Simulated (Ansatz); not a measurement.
CsRu in Ansatz: convergence with smearing width

Input of the first run (smearing width 0.3 eV); the others differ in this setting and in those tied to it:

input.yaml

```yaml
crystal:
  lattice:
    - [4.17560009, 0.0, 0.0]
    - [-2.08780005, 3.61617576, 0.0]
    - [0.0, 0.0, 4.52413933]
  atoms:
    - { symbol: Cs, position: [-0.01121, -0.002317, 0.040083] }
    - { symbol: Ru, position: [0.335421, 0.684838, 0.492273] }
hamiltonian:
  xc: pbe
  pseudopotentials: { kind: nc, accuracy: standard }
kpoints:
  mp_grid: { grid: [5, 5, 4] }
scf:
  occupations: { method: methfessel_paxton, width: 0.3 }
output:
  forces: true
  stress: true
  eigenvalues: true
```

Potentials or basis: PseudoDojo standard (PBE files).

The run is started by

```sh
$ ansatz run input.yaml --threads 2 --pin off --max-ram 5632MiB --backend cpu --events-out ev --progress --plain --runs-dir out
```

The cell isn't the ideal one: atoms moved at random, drawn with an rms of 0.05 Å.

The cell was built by a generator and needn't be a form met in nature.

Hardware: 2 threads of Arm Neoverse V1 (shared host).

Problem. The values tried are 0.3 eV, 0.2 eV, 0.15 eV, 0.1 eV, 0.05 eV, 0.025 eV, 0.01 eV, 0.005 eV, loosest first. From which on does the largest force stay within 0.005 eV/Å of the tightest run that finished?

Solution. From 0.025 eV on.

```
smearing width  energy less the tightest run, at zero smearing (meV/atom)  pressure (GPa)  largest force (eV/Å)  SCF cycles  CPU time (s)  peak memory (GiB)
        0.3 eV                                                      -9.69           -3.51                 0.144          12            27               0.46
        0.2 eV                                                      -5.55           -3.61                 0.139          12            26               0.47
       0.15 eV                                                      -3.64           -3.67                 0.135          12            25               0.47
        0.1 eV                                                      -1.70           -3.74                 0.137          12            27               0.46
       0.05 eV                                                      -0.70           -3.81                 0.142          14            30               0.46
      0.025 eV                                                      -0.28           -3.82                 0.146          15            30               0.47
       0.01 eV                                                      -0.06           -3.81                 0.151          16            30               0.47
      0.005 eV                                                       0.00           -3.81                 0.151          17            30               0.46
```

Against the tightest run, the energy stays within 1 meV/atom from 0.05 eV on; the pressure stays within 0.1 GPa from 0.1 eV on. Narrower smearing needs a denser k mesh, so at a fixed mesh the narrowest width isn't the most accurate. The tightest run that finished is the yardstick and may itself not be fully converged.

The run has no spin-orbit coupling, so splittings on Cs are missing.
